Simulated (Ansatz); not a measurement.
# SiW6: the cost of one run

Method: DFT PBE+D3(BJ), scalar-relativistic, plane waves, PAW, in Ansatz 0.2.0.

The COD cell was measured well above room temperature, so it is larger than a cold one.

9 further runs of the same task are left out: 9 set aside as unsound or not needed.

**1. The starting structure**

It takes space group P1 (No. 1, triclinic). The conventional cell has a = 4.468 Å, b = 4.468 Å, c = 21.726 Å, α = 90.00°, β = 90.00°, γ = 120.00°. Around W (site symmetry 1) lie 4 W at 2.67 to 2.74 Å. W (site symmetry 1) has 7 W at 2.62 to 2.74 Å as nearest neighbours. W (site symmetry 1) is surrounded by 7 W at 2.50 to 2.74 Å. W (site symmetry 1) has 13 W at 2.67 to 3.12 Å as nearest neighbours. W (site symmetry 1) has 7 W at 2.62 to 2.72 Å as nearest neighbours. W (site symmetry 1) has 7 W at 2.50 to 3.06 Å and 1 Si at 3.26 Å as nearest neighbours. Si (site symmetry 1) has 1 W at 3.26 Å as nearest neighbours.

As a file:

```cif
data_structure
_symmetry_space_group_name_H-M 'P1'
_symmetry_Int_Tables_number 1
_cell_length_a 4.4683
_cell_length_b 4.4683
_cell_length_c 21.7259
_cell_angle_alpha 90.000
_cell_angle_beta 90.000
_cell_angle_gamma 120.000
_cell_volume 375.65
loop_
_atom_site_label
_atom_site_type_symbol
_atom_site_symmetry_multiplicity
_atom_site_Wyckoff_symbol
_atom_site_fract_x
_atom_site_fract_y
_atom_site_fract_z
_atom_site_occupancy
W1 W 1 a 0.66667 0.33333 0.18411 1
W2 W 1 a 0.33333 0.66667 0.22609 1
W3 W 1 a 0.00000 0.00000 0.26807 1
W4 W 1 a 0.66667 0.33333 0.30709 1
W5 W 1 a 0.33333 0.66667 0.34670 1
W6 W 1 a 0.00000 0.00000 0.38322 1
Si1 Si 1 a 0.00000 0.22222 0.52591 1
```

This is the geometry of the first run shown, built on a cell relaxed beforehand with the same method.

**2. What is varied**

Atoms count from 1 in the order of the input.

Si is moved over the surface cell at a fixed height above a rigid substrate; the origin of the map has the adsorbate above W6; the height is held at 3.10 Å.

First coordinate, position of Si7 along the first surface vector, from above W6: 9 values from 0.000 to 0.889, periodic. Second coordinate, position of Si7 along the second surface vector, from above W6: 9 values from 0.000 to 0.889, periodic.

Nothing else is relaxed. Points are written as (first, second).

The two vectors of the plane (Å): (4.468, 0.000, 0.000); (-2.234, 3.870, 0.000).

**3. Point (0/9, 2/9) of the map's two axes**

The cell repeats along c, and a dipole correction in the vacuum removes the field between the copies.

input.yaml

```yaml
crystal:
  lattice:
    - [4.4682526324, 0.0, 0.0]
    - [-2.2341263162, 3.8696202902, 0.0]
    - [0.0, 0.0, 21.7259061349]
  atoms:
    - { symbol: W, position: [0.6666666667, 0.3333333333, 0.1841119986] }
    - { symbol: W, position: [0.3333333333, 0.6666666667, 0.226093136] }
    - { symbol: W, position: [0.0, 0.0, 0.2680742733] }
    - { symbol: W, position: [0.6666666667, 0.3333333333, 0.3070897866] }
    - { symbol: W, position: [0.3333333333, 0.6666666667, 0.3466976876] }
    - { symbol: W, position: [0.0, 0.0, 0.3832248047] }
    - { symbol: Si, position: [0.0, 0.2222222222, 0.5259116036] }
basis:
  ecutwfc: 420
kpoints:
  mp_grid: { grid: [6, 6, 1] }
hamiltonian:
  xc: pbe
  pseudopotentials: { kind: paw, azcp: { folder: soft_1 } }
  dispersion: d3bj
scf:
  occupations: { method: gaussian, width: 0.1 }
output:
  forces: true
  eigenvalues: true
efield:
  axis: 3
  dipole_correction: true
  ramp_width: 0.04
```

Started as:

```
$ ansatz run input.yaml --threads 1 --pin off --max-ram 3072MiB --backend cpu --events-out ev --progress --plain --runs-dir out
```

Q: Estimate wall time and peak memory on 1 thread of Arm Neoverse N1, shared host.

About 2.1 min, with a peak of 0.59 GiB.
